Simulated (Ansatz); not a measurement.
Working through a geometry optimisation of CH₅NS₂Si, SMILES C=N[SiH](S)S

Computed with Ansatz 0.2.0 through its Python package.

The cells in order, each with its output:

In [1]:
```python
import itertools

import ansatz
from ase import Atoms
from ase.data import atomic_numbers, covalent_radii
import numpy as np
```

In [2]:
```python
atoms = Atoms(["C", "N", "Si", "S", "S", "H", "H", "H", "H", "H"], positions=[
    [1.8077, -0.1114, 0.5701],
    [0.5216, 0.2153, 0.7892],
    [-0.6611, -0.3538, -0.3837],
    [-2.4725, -0.1365, 0.5109],
    [-0.4955, 0.8882, -2.1004],
    [2.5295, 0.2946, 1.2669],
    [2.1598, -0.6381, -0.3071],
    [-0.2895, -1.7485, -0.708],
    [-2.1451, -0.4743, 1.7881],
    [-0.8717, 2.0135, -1.423],
])
ch5ns2si = ansatz.Crystal.molecule_from_ase(atoms)
```

In [3]:
```python
base = ch5ns2si.calculation().basis(gaussian="def2-SVP").functional("b3lyp")
symbols = [site.symbol for site in ch5ns2si.cartesian_sites]
start = np.array([site.position_ang for site in ch5ns2si.cartesian_sites], dtype=float)
data = base.relax(force_tolerance=0.005, max_steps=100).run().report
end = np.array(data["positions_ang"])
```

In [4]:
```python
print(f"E = {data['free_energy_ev']:.6f} eV = {data['free_energy_ev'] / 27.211386246:.7f} Ha")
print("converged:", data["converged"], " doubts:", data["published_state_doubts"] or "none")
```
```text
E = -32148.384869 eV = -1181.4313530 Ha
converged: True  doubts: none
```

In [5]:
```python
radius = [covalent_radii[atomic_numbers[s]] for s in symbols]
span = lambda where, i, j: np.linalg.norm(where[i] - where[j])
bonded = [(i, j) for i, j in itertools.combinations(range(len(symbols)), 2) if min(span(start, i, j), span(end, i, j)) < 1.2 * (radius[i] + radius[j])]
print("pair        before    after (A)")
for i, j in bonded:
    print(f"{symbols[i]}{i}-{symbols[j]}{j}".ljust(10), f"{span(start, i, j):8.4f} {span(end, i, j):8.4f}")
with open("ch5ns2si_opt.xyz", "w") as handle:
    handle.write(f"{len(symbols)}\nrelaxed CH5NS2Si\n")
    handle.writelines(f"{s:2s} {x:11.6f} {y:11.6f} {z:11.6f}\n" for s, (x, y, z) in zip(symbols, end))
```
```text
pair        before    after (A)
C0-N1        1.3449   1.2652
C0-H5        1.0823   1.1067
C0-H6        1.0821   1.1114
N1-Si2       1.7602   1.7520
Si2-S3       2.0319   2.1538
Si2-S4       2.1253   2.1538
Si2-H7       1.4793   1.4910
S3-H8        1.3611   1.3543
S4-H9        1.3663   1.3543
```

File `ch5ns2si_opt.xyz` afterwards:
```text
10
relaxed CH5NS2Si
C     1.824738   -0.166291    0.701403
N     0.666611    0.297687    0.491005
Si   -0.592033   -0.387935   -0.516526
S    -2.241015   -0.848856    0.790019
S    -0.963053    1.037319   -2.088084
H     2.531483    0.368034    1.364545
H     2.219159   -1.107155    0.260359
H    -0.279592   -1.667297   -1.215500
H    -2.150752    0.317522    1.472417
H    -0.932347    2.105971   -1.256638
```

Total energies depend on the basis set; only differences at equal settings carry meaning. The end point is the stationary point reached from this start; no frequency run checks that it is a minimum, and the basis set is modest. b3lyp holds the VWN-RPA fit, as in Gaussian; the form of ORCA and Turbomole is b3lyp5. Timing: 3.3 min on 1 thread of Arm Neoverse V1 (shared host), peak memory 0.32 GiB.
